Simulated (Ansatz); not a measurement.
# C2H9BOSi: the cost of one run

All numbers below are computed with Ansatz 0.2.0 (UKS r2SCAN-D4/6-31G).

## 1. The structure to begin with

Bond lengths: C1–B2 1.536 Å, B2–C3 1.591 Å, C3–O4 1.355 Å, O4–Si5 1.690 Å, C1–H6 1.124 Å, C1–H7 1.085 Å, C1–H8 1.169 Å, B2–H9 1.195 Å, C3–H10 1.159 Å, C3–H11 1.101 Å, Si5–H12 1.508 Å, Si5–H13 1.520 Å, Si5–H14 1.426 Å. Angles (14 of 22 angles, heavy atoms first): C1–B2–C3 123.6°, B2–C3–O4 114.9°, C3–O4–Si5 113.9°, C1–B2–H9 116.5°, C3–B2–H9 119.8°, B2–C1–H6 112.4°, B2–C1–H7 112.1°, B2–C1–H8 110.2°, B2–C3–H10 105.2°, B2–C3–H11 106.5°, O4–C3–H10 109.0°, O4–C3–H11 112.7°, O4–Si5–H12 107.2°, O4–Si5–H13 109.6°.

Coordinates:

```xyz
14

C    -1.7357   -0.7983    1.3467
B    -0.2443   -1.0950    1.1277
C     0.6576   -0.3348    0.0607
O     0.0263    0.6524   -0.6204
Si    1.0014    1.4260   -1.7632
H    -1.9504   -0.4256    2.3852
H    -2.3597   -1.6591    1.1304
H    -2.0787    0.0787    0.6546
H     0.2429   -1.9292    1.8316
H     1.5282    0.1255    0.6726
H     1.0751   -1.1082   -0.6031
H     2.1301    2.0869   -1.0132
H     0.1900    2.4851   -2.4907
H     1.5043    0.4664   -2.6901
```

## 2. Relaxing end A

File input.yaml:

```yaml
crystal:
  periodic: [false, false, false]
  atoms:
    - { symbol: C, position_ang: [-1.7357, -0.7983, 1.3467] }
    - { symbol: B, position_ang: [-0.2443, -1.095, 1.1277] }
    - { symbol: C, position_ang: [0.6576, -0.3348, 0.0607] }
    - { symbol: O, position_ang: [0.0263, 0.6524, -0.6204] }
    - { symbol: Si, position_ang: [1.0014, 1.426, -1.7632] }
    - { symbol: H, position_ang: [-1.9504, -0.4256, 2.3852] }
    - { symbol: H, position_ang: [-2.3597, -1.6591, 1.1304] }
    - { symbol: H, position_ang: [-2.0787, 0.0787, 0.6546] }
    - { symbol: H, position_ang: [0.2429, -1.9292, 1.8316] }
    - { symbol: H, position_ang: [1.5282, 0.1255, 0.6726] }
    - { symbol: H, position_ang: [1.0751, -1.1082, -0.6031] }
    - { symbol: H, position_ang: [2.1301, 2.0869, -1.0132] }
    - { symbol: H, position_ang: [0.19, 2.4851, -2.4907] }
    - { symbol: H, position_ang: [1.5043, 0.4664, -2.6901] }
magnetization:
  spin_polarized: true
basis:
  gaussian: { orbitals: "6-31G" }
hamiltonian:
  xc: r2scan
  dispersion: d4
relax:
  f_tol: 0.02
  max_steps: 50
```

Command:

```sh
$ ansatz run input.yaml --threads 2 --pin off --max-ram 3072MiB --backend cpu --events-out ev --progress --plain --runs-dir out
```

What time and memory should one allow on 2 threads of Arm Neoverse V2, shared host?

About 29 s, with a peak of 0.26 GiB.
